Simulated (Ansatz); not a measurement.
Consider an atomisation energy of C2H4BN, SMILES CC1=NB1 (Ansatz's Python interface).

Script `tae_c2h4bn.py`:
```python
'''Energy to split C2H4BN into its atoms.'''

from collections import Counter

import ansatz as az


def energy(molecule, charge=0, unpaired=0):
    calc = (
        molecule.calculation()
        .basis(gaussian='6-31G*')
        .functional('CAM-B3LYP')
    )
    if charge:
        calc = calc.charge(charge)
    if unpaired:
        calc = calc.spin('collinear', total=unpaired)
    return calc.run(threads=1, backend='cpu').report['free_energy_ev']

GEOMETRY = '''
C     0.32380    1.06300   -0.16430
C    -0.34040   -0.21300    0.14940
N    -1.43250   -0.92540    0.59180
B    -0.15790   -1.64850    0.17240
H     0.06140    1.35700   -1.25130
H    -0.15140    1.90400    0.48600
H     1.40020    1.05800   -0.02140
H     0.38890   -2.65220   -0.01840
'''


def main() -> None:
    system = az.Crystal.molecule()
    for line in GEOMETRY.strip().splitlines():
        symbol, *xyz = line.split()
        system = system.atom(symbol, [float(v) for v in xyz])

    # unpaired electrons of the ground-state atoms
    unpaired = {'C': 2, 'N': 3, 'B': 1, 'H': 1}
    counts = Counter(site.symbol for site in system.cartesian_sites)
    atom_energy = {s: energy(az.Crystal.molecule().atom(s, (0, 0, 0)), 0, unpaired[s]) for s in counts}
    whole = energy(system, 0, 0)
    for s, e in atom_energy.items():
        print(f'{s:2s} x{counts[s]}  {e:14.5f} eV')
    print(f'C2H4BN: {whole:.5f} eV')
    split = sum(counts[s] * e for s, e in atom_energy.items()) - whole
    print(f'atomisation energy (no zero-point term): {split:.3f} eV, {split / sum(counts.values()):.3f} eV an atom')


if __name__ == '__main__':
    main()
```

What does it cost to take this molecule apart into atoms?

33.518 eV from the electronic energies, without the zero-point term.

The run itself:

`python tae_c2h4bn.py` gives:
```text
C  x2     -1029.23364 eV
N  x1     -1484.73526 eV
B  x1      -670.24236 eV
H  x4       -13.51936 eV
C2H4BN: -4301.04047 eV
atomisation energy (no zero-point term): 33.518 eV, 4.190 eV an atom
```

The settings weren't tested for convergence. The geometry is a force-field or estimated start, not a minimum of this method, and the basis set is short of its limit. All parts are taken at fixed geometry, without zero-point energy. It ran for 2.3 s on 1 thread of Arm Neoverse V2, with other jobs on the host, peak memory 0.19 GiB.

(Lines on the test bed's own set-up are left out of the output.)
